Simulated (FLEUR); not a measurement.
## TiCo under changes of volume

One of the cells (13.313 Å³/atom); the others are scaled copies at fixed shape and fractional positions:

```xyz
2
Lattice="2.9861 0.0000 0.0000 0.0000 2.9861 0.0000 0.0000 0.0000 2.9861" Properties=species:S:1:pos:R:3 pbc="T T T"
Co    1.4931    1.4931    1.4931
Ti    0.0000    0.0000    0.0000
```

The cell comes from a database or a generator and needn't be the stable form of this composition.

| Item | Value |
| --- | --- |
| Program | FLEUR MaX-R8.1 (later development tree) |
| Functional | PBEsol |
| Potentials or basis | all-electron |
| Basis | FLAPW |
| Kmax | 4.47 1/bohr |
| k mesh | 9 × 9 × 9 |
| Occupations | fermi-dirac, width 0.05 eV |
| Spin | collinear spin, ferromagnetic start |
| Starting moments | [2.0, 1.001] μB |

```tsv
volume (Å³/atom)	energy over the lowest point (meV/atom)	moment (μB per cell)
12.515	0.61	0.59
12.781	0.00	0.63
13.047	?	?
13.313	16.93	0.71
13.580	33.03	0.76
13.846	53.39	0.80
14.112	77.57	0.84
```

What does the run at 13.047 Å³/atom give?

Energy over the lowest point 5.74 meV/atom; moment 0.67 μB per cell.

Worked out: A Birch-Murnaghan fit of order 3 (a polynomial in V^(-2/3)) to the other rows has its minimum at 12.67 Å³/atom with B0 = V·E''(V) = 189 GPa and B' = 5.0. It gives 5.70 meV/atom at 13.047 Å³/atom, against the run's 5.74. A straight line through the other rows of the moment, of slope 0.158 μB per Å³/atom, gives 0.67 μB, against the run's 0.67.

Energies are extrapolated to zero smearing.
